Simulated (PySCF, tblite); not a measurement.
# C₆H₇N₃: a rotation path, then NMR shifts on frames, part 2 of 2

tblite 0.8.0 and PySCF 2.14.0. Atoms count from 0.

### 5 Nuclear shieldings: image 4, PBE0/pcSseg-1

The job: settings as JSON, then the geometry in Å.

```
{"job": {"kind": "nmr", "xc": "PBE0", "basis": "pcSseg-1", "pop": false}, "charge": 0, "multiplicity": 1}
C      2.659700    -0.038900     0.030600
C      1.428100     0.512800    -0.281700
C      0.357100    -0.382800    -0.287600
C     -1.032900     0.040200    -0.586300
C     -2.126300    -0.282800     0.385800
C     -1.661400     1.132900     0.226900
N      0.569500    -1.670800    -0.017100
N      1.751300    -2.103900     0.253900
N      2.785500    -1.335500     0.288700
H      3.567700     0.546700     0.085000
H      1.294400     1.561400    -0.497000
H     -1.267800    -0.006300    -1.644400
H     -1.853800    -0.816300     1.282500
H     -3.093500    -0.557300    -0.002600
H     -2.307800     1.839200    -0.271300
H     -1.077300     1.570300     1.023400
```

With the program's defaults for keys left out, this is: GIAO PBE0/pcSseg-1 NMR shielding, non-relativistic, gas phase.

The log of the run:

```text
coarse grid: 14048 points
cycle   1  E = -396.3983936405  dE =  1.798e+00  |g| = 4.275e-01  |ddm| = 3.955e+00
cycle   2  E = -396.4024535151  dE = -4.060e-03  |g| = 4.095e-01  |ddm| = 8.070e-01
cycle   3  E = -396.4374906697  dE = -3.504e-02  |g| = 1.010e-01  |ddm| = 3.920e-01
cycle   4  E = -396.4393445281  dE = -1.854e-03  |g| = 3.435e-02  |ddm| = 9.359e-02
cycle   5  E = -396.4395679113  dE = -2.234e-04  |g| = 9.627e-03  |ddm| = 3.040e-02
cycle   6  E = -396.4395843592  dE = -1.645e-05  |g| = 4.300e-03  |ddm| = 1.068e-02
cycle   7  E = -396.4395889270  dE = -4.568e-06  |g| = 5.911e-04  |ddm| = 4.372e-03
final grid: 137832 points
cycle   8  E = -396.4898563899  dE = -4.457e-05  |g| = 7.487e-03  |ddm| = 4.285e-02
cycle   9  E = -396.4898550163  dE =  1.374e-06  |g| = 8.023e-03  |ddm| = 1.470e-02
cycle  10  E = -396.4898705609  dE = -1.554e-05  |g| = 9.556e-04  |ddm| = 7.060e-03
cycle  11  E = -396.4898707391  dE = -1.782e-07  |g| = 3.917e-04  |ddm| = 1.198e-03
cycle  12  E = -396.4898707696  dE = -3.042e-08  |g| = 1.396e-04  |ddm| = 4.766e-04
cycle  13  E = -396.4898707743  dE = -4.777e-09  |g| = 2.502e-05  |ddm| = 1.486e-04
cycle  14  E = -396.4898707745  dE = -1.232e-10  |g| = 1.093e-05  |ddm| = 3.076e-05
converged SCF energy = -396.4898707745

GIAO shielding tensors (ppm)
atom      isotropic    diamagn.    paramagn.     s11        s22        s33       span
  0 C       33.892     250.018    -216.126    -98.929     45.400    155.205    254.134
  1 C       61.230     256.464    -195.234    -55.146     61.409    177.427    232.573
  2 C       18.510     252.526    -234.016   -105.381      2.964    157.946    263.327
  3 C      166.820     248.722     -81.901    131.810    156.942    211.709     79.898
  4 C      179.780     252.441     -72.660    151.205    177.713    210.423     59.218
  5 C      179.264     252.847     -73.583    151.171    176.407    210.213     59.042
  6 N     -177.586     323.872    -501.458   -545.525   -222.202    234.970    780.495
  7 N     -271.870     310.838    -582.708   -770.873   -245.598    200.862    971.735
  8 N     -167.064     324.802    -491.867   -531.385   -229.640    259.832    791.218
  9 H       22.565      28.364      -5.798     19.337     19.510     28.849      9.512
 10 H       24.427      33.145      -8.717     20.776     21.515     30.991     10.215
 11 H       29.323      30.366      -1.044     24.151     25.920     37.896     13.745
 12 H       30.579      31.290      -0.711     25.317     27.477     38.943     13.626
 13 H       30.557      30.020       0.537     24.985     26.454     40.232     15.247
 14 H       30.637      30.248       0.390     25.149     26.544     40.219     15.070
 15 H       31.210      31.961      -0.751     26.092     28.429     39.109     13.017
```

Wall time 21 s (1 thread of Arm Neoverse V2, shared host); peak memory 0.86 GiB.

This run: δ C2 168.4, C0 153.0, C1 125.7, C3 20.1, H9 9.15, H10 7.29 ppm.

### 6 Nuclear shieldings: image 6, PBE0/pcSseg-1

The job: settings as JSON, then the geometry in Å.

```
{"job": {"kind": "nmr", "xc": "PBE0", "basis": "pcSseg-1", "pop": false}, "charge": 0, "multiplicity": 1}
C      2.590900    -0.083000     0.251100
C      1.322600     0.451500     0.099000
C      0.348200    -0.436900    -0.359800
C     -1.068700    -0.093000    -0.577700
C     -2.016500    -0.086900     0.599800
C     -1.662600     1.192000    -0.083000
N      0.693400    -1.697300    -0.646100
N      1.892900    -2.117600    -0.456600
N      2.837500    -1.361000    -0.010000
H      3.435000     0.506100     0.583500
H      1.114200     1.489400     0.302500
H     -1.458100    -0.527000    -1.491000
H     -1.607400    -0.282000     1.579200
H     -2.997900    -0.508100     0.449600
H     -2.404700     1.677500    -0.697200
H     -1.026300     1.885200     0.445200
```

Level: GIAO PBE0/pcSseg-1 NMR shielding, non-relativistic, gas phase.

The log of the run:

```text
coarse grid: 14048 points
cycle   1  E = -396.4018731060  dE =  1.801e+00  |g| = 4.203e-01  |ddm| = 3.984e+00
cycle   2  E = -396.4066385827  dE = -4.765e-03  |g| = 3.974e-01  |ddm| = 7.892e-01
cycle   3  E = -396.4392241450  dE = -3.259e-02  |g| = 1.025e-01  |ddm| = 3.760e-01
cycle   4  E = -396.4411956296  dE = -1.971e-03  |g| = 3.326e-02  |ddm| = 1.011e-01
cycle   5  E = -396.4414064188  dE = -2.108e-04  |g| = 1.071e-02  |ddm| = 3.236e-02
cycle   6  E = -396.4414287902  dE = -2.237e-05  |g| = 4.221e-03  |ddm| = 1.163e-02
cycle   7  E = -396.4414330661  dE = -4.276e-06  |g| = 6.687e-04  |ddm| = 4.268e-03
final grid: 137832 points
cycle   8  E = -396.4916983165  dE = -4.383e-05  |g| = 7.381e-03  |ddm| = 4.685e-02
cycle   9  E = -396.4916968933  dE =  1.423e-06  |g| = 7.942e-03  |ddm| = 1.478e-02
cycle  10  E = -396.4917120541  dE = -1.516e-05  |g| = 1.016e-03  |ddm| = 7.064e-03
cycle  11  E = -396.4917122636  dE = -2.095e-07  |g| = 3.872e-04  |ddm| = 1.271e-03
cycle  12  E = -396.4917122925  dE = -2.892e-08  |g| = 1.492e-04  |ddm| = 4.814e-04
cycle  13  E = -396.4917122980  dE = -5.513e-09  |g| = 2.334e-05  |ddm| = 1.573e-04
cycle  14  E = -396.4917122981  dE = -9.936e-11  |g| = 1.067e-05  |ddm| = 2.646e-05
converged SCF energy = -396.4917122981

GIAO shielding tensors (ppm)
atom      isotropic    diamagn.    paramagn.     s11        s22        s33       span
  0 C       33.428     249.441    -216.013    -99.520     44.661    155.144    254.664
  1 C       69.140     256.606    -187.467    -45.926     67.067    186.277    232.203
  2 C       18.362     251.407    -233.045   -101.005     -3.719    159.808    260.813
  3 C      167.237     247.797     -80.561    134.047    151.821    215.842     81.796
  4 C      172.441     252.349     -79.908    139.696    174.619    203.007     63.311
  5 C      182.953     254.017     -71.064    159.113    179.794    209.951     50.839
  6 N     -175.694     324.035    -499.729   -535.300   -225.409    233.629    768.928
  7 N     -268.557     309.841    -578.398   -762.283   -245.645    202.259    964.542
  8 N     -160.174     324.762    -484.936   -513.581   -226.956    260.013    773.594
  9 H       22.658      28.359      -5.701     19.349     19.577     29.048      9.699
 10 H       24.847      33.697      -8.850     20.406     22.001     32.134     11.728
 11 H       28.940      30.663      -1.723     22.499     25.883     38.437     15.938
 12 H       31.202      31.349      -0.147     25.999     28.924     38.683     12.684
 13 H       30.456      30.199       0.258     25.240     25.686     40.443     15.203
 14 H       30.617      29.813       0.804     24.488     26.636     40.727     16.240
 15 H       30.664      32.574      -1.910     24.334     28.131     39.526     15.192
```

It took 22 s on 1 thread of Arm Neoverse V2, shared host; peak memory 0.86 GiB.

In short: δ C2 168.6, C0 153.5, C1 117.8, C3 19.7, H9 9.06, H10 6.87 ppm.

### 7 NMR shieldings: image 8, PBE0/pcSseg-1

The job: settings as JSON, then the geometry in Å.

```
{"job": {"kind": "nmr", "xc": "PBE0", "basis": "pcSseg-1", "pop": false}, "charge": 0, "multiplicity": 1}
C      2.515300    -0.176500     0.422800
C      1.195900     0.238600     0.442500
C      0.328300    -0.491000    -0.376700
C     -1.113700    -0.253800    -0.482600
C     -1.898200     0.177700     0.733400
C     -1.670800     1.145000    -0.373200
N      0.813700    -1.488200    -1.124700
N      2.061300    -1.798400    -1.092700
N      2.913200    -1.187900    -0.342000
H      3.283500     0.293300     1.022100
H      0.865600     1.064300     1.053500
H     -1.590900    -0.933700    -1.176500
H     -1.357300     0.308700     1.658600
H     -2.882500    -0.243400     0.863800
H     -2.497800     1.399100    -1.017600
H     -0.973300     1.955100    -0.221900
```

Level: GIAO PBE0/pcSseg-1 NMR shielding, non-relativistic, gas phase.

The log of the run:

```text
coarse grid: 14048 points
cycle   1  E = -396.4060909326  dE =  1.804e+00  |g| = 4.145e-01  |ddm| = 3.966e+00
cycle   2  E = -396.4120833634  dE = -5.992e-03  |g| = 3.845e-01  |ddm| = 7.846e-01
cycle   3  E = -396.4421356522  dE = -3.005e-02  |g| = 1.049e-01  |ddm| = 3.675e-01
cycle   4  E = -396.4442275687  dE = -2.092e-03  |g| = 3.339e-02  |ddm| = 1.079e-01
cycle   5  E = -396.4444421416  dE = -2.146e-04  |g| = 1.143e-02  |ddm| = 3.425e-02
cycle   6  E = -396.4444686954  dE = -2.655e-05  |g| = 4.171e-03  |ddm| = 1.250e-02
cycle   7  E = -396.4444727624  dE = -4.067e-06  |g| = 7.120e-04  |ddm| = 4.367e-03
final grid: 137832 points
cycle   8  E = -396.4941803693  dE = -5.173e-05  |g| = 7.438e-03  |ddm| = 4.940e-02
cycle   9  E = -396.4941793000  dE =  1.069e-06  |g| = 7.920e-03  |ddm| = 1.497e-02
cycle  10  E = -396.4941942616  dE = -1.496e-05  |g| = 1.191e-03  |ddm| = 7.279e-03
cycle  11  E = -396.4941945517  dE = -2.902e-07  |g| = 4.234e-04  |ddm| = 1.488e-03
cycle  12  E = -396.4941945867  dE = -3.499e-08  |g| = 1.596e-04  |ddm| = 5.405e-04
cycle  13  E = -396.4941945931  dE = -6.364e-09  |g| = 2.798e-05  |ddm| = 1.717e-04
cycle  14  E = -396.4941945932  dE = -1.362e-10  |g| = 1.347e-05  |ddm| = 3.049e-05
converged SCF energy = -396.4941945932

GIAO shielding tensors (ppm)
atom      isotropic    diamagn.    paramagn.     s11        s22        s33       span
  0 C       34.384     248.877    -214.493    -98.308     44.993    156.467    254.775
  1 C       72.356     258.023    -185.667    -44.039     70.234    190.872    234.911
  2 C       17.245     250.442    -233.196    -94.593    -11.151    157.481    252.074
  3 C      167.308     248.531     -81.223    131.648    146.944    223.331     91.682
  4 C      170.062     253.289     -83.227    134.602    173.450    202.135     67.533
  5 C      171.063     253.387     -82.324    137.561    173.605    202.024     64.463
  6 N     -164.206     323.685    -487.891   -492.278   -226.780    226.438    718.716
  7 N     -269.039     309.515    -578.555   -763.197   -244.074    200.152    963.349
  8 N     -160.563     324.568    -485.131   -504.417   -234.954    257.684    762.101
  9 H       22.721      28.368      -5.647     19.449     19.554     29.160      9.711
 10 H       25.237      33.796      -8.559     21.163     21.662     32.886     11.723
 11 H       28.931      31.459      -2.527     21.967     25.878     38.949     16.983
 12 H       31.013      31.917      -0.904     25.159     29.170     38.711     13.552
 13 H       30.287      30.111       0.176     24.416     26.190     40.255     15.839
 14 H       30.292      30.064       0.227     24.405     26.163     40.307     15.902
 15 H       30.907      31.893      -0.986     25.081     29.007     38.633     13.551
```

Run time: 22 s. Hardware: 1 thread of Arm Neoverse V2, shared host; peak memory 0.86 GiB.

This run: δ C2 169.7, C0 152.5, C1 114.6, C3 19.6, H9 9.00, H10 6.48 ppm.

### 8 Run by run: NMR shifts

Shifts (ppm) of some atoms, chosen among heavy atoms and hydrogens apart, with basis size and wall time:

```
  frame     C1    C5    C4   H12   H15     N8     N6  functions  time
image 0  122.1  17.8  17.7  1.80  1.79  425.9  423.4        188  26 s
image 2  124.3  15.5   5.6  2.80  0.59  431.4  428.4        188  20 s
image 4  125.7   7.7   7.1  1.14  0.51  434.8  445.3        188  21 s
image 6  117.8   4.0  14.5  0.51  1.05  427.9  443.4        188  22 s
image 8  114.6  15.9  16.9  0.70  0.81  428.3  431.9        188  22 s
```

### 9 Outcome

The summary covers parts 1 to 2.

```
                                       quantity                                         value
                                        barrier            0.181 eV (4.2 kcal/mol) at image 4
                          end to end (GFN2-xTB)                                      0.039 eV
¹³C shifts against TMS (PBE0/pcSseg-1, image 0)     169.8, 152.1, 122.1, 19.6, 17.8, 17.7 ppm
 ¹H shifts against TMS (PBE0/pcSseg-1, image 0)  8.97, 7.19, 1.80, 1.79, 1.74, 1.33, 1.33 ppm
¹⁵N shifts against NH3 (PBE0/pcSseg-1, image 0)                       535.5, 425.9, 423.4 ppm
          surface potential, 1st and 99th percentile                            -1.95 V and 1.47 V
                       range of the shift of N6                            423.4 to 445.3 ppm
```

**Reading.** Along the band the dihedral turns by 178°, and the top (dihedral 234°) lies 4.2 kcal/mol above the start (GFN2-xTB, rough), so at room temperature this motion is fast. Ends this close can change order at a higher level. The top was not checked by a frequency run. Shifts at one fixed geometry are not the observed spectrum, which averages over the motion. In the first frame run (image 0): The widest tensor belongs to N7: span 971 ppm, with a paramagnetic part of -579 ppm. NICS(1)zz of -26 ppm above the planar ring from C0 marks a diatropic (aromatic) ring current. By nearest atom (PBE0/pcSseg-1), the HOMO sits on N7 46 %; N6, N8 about 19 % each and the LUMO on N7 27 %; C1 20 %. In ppm, N6 moves most: its shift spreads over 22.0 ppm, from 423.4 (image 0) to 445.3 (image 4).
